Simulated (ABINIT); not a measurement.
Here is an ABINIT 10.8.3 (patched build) calculation.

Contents of run.abi:

```
# Pseudopotentials
pp_dirpath "./"
pseudos "Si.GGA_PBE-JTH.xml, N.GGA_PBE-JTH.xml"

# Structure
acell 3*1.0
rprim
    -3.8655481715     3.8655481715     4.5322624455
     3.8655481715    -3.8655481715     4.5322624455
     3.8655481715     3.8655481715    -4.5322624455
ntypat 2
znucl 14 7
natom 3
typat 1 1 2
xred
     0.7337650000     0.2397500000     0.5010000000
     0.2605880000     0.7504870000     0.5149670000
    -0.0086780000    -0.0056650000     0.0066180000
chkprim 0
chksymtnons 0
tolsym 1.0e-6

# Plane-wave basis
ecut 26.0
pawecutdg 48.0
pawxcdev 0

# k points
kptopt 1
ngkpt 9 9 9
nshiftk 1
shiftk 0.0 0.0 0.0

# Exchange and correlation
ixc 11

# Bands and occupations
nband 11
occopt 3
tsmear 0.05 eV

# SCF cycle
nstep 100
tolvrs 1.0e-9

# Output
iomode 3
prtwf 0
prtden 0
prteig 0
prtebands 0
```

Potentials or basis: JTH PAW PBE v2.0.

Command:

```console
$ abinit run.abi > log 2>&1
```

Task: Estimate the band gap on the k mesh.

Result: None (metal or under the smearing width).

Task: What does it give for the pressure?

Result: 0.3 GPa.

Task: Estimate the largest force.

Result: 0.536 eV/Å.

Stress tensor (GPa, compression positive):
```
 0.00 -0.02  0.00
-0.02 -0.47 -0.33
 0.00 -0.33  1.37
```
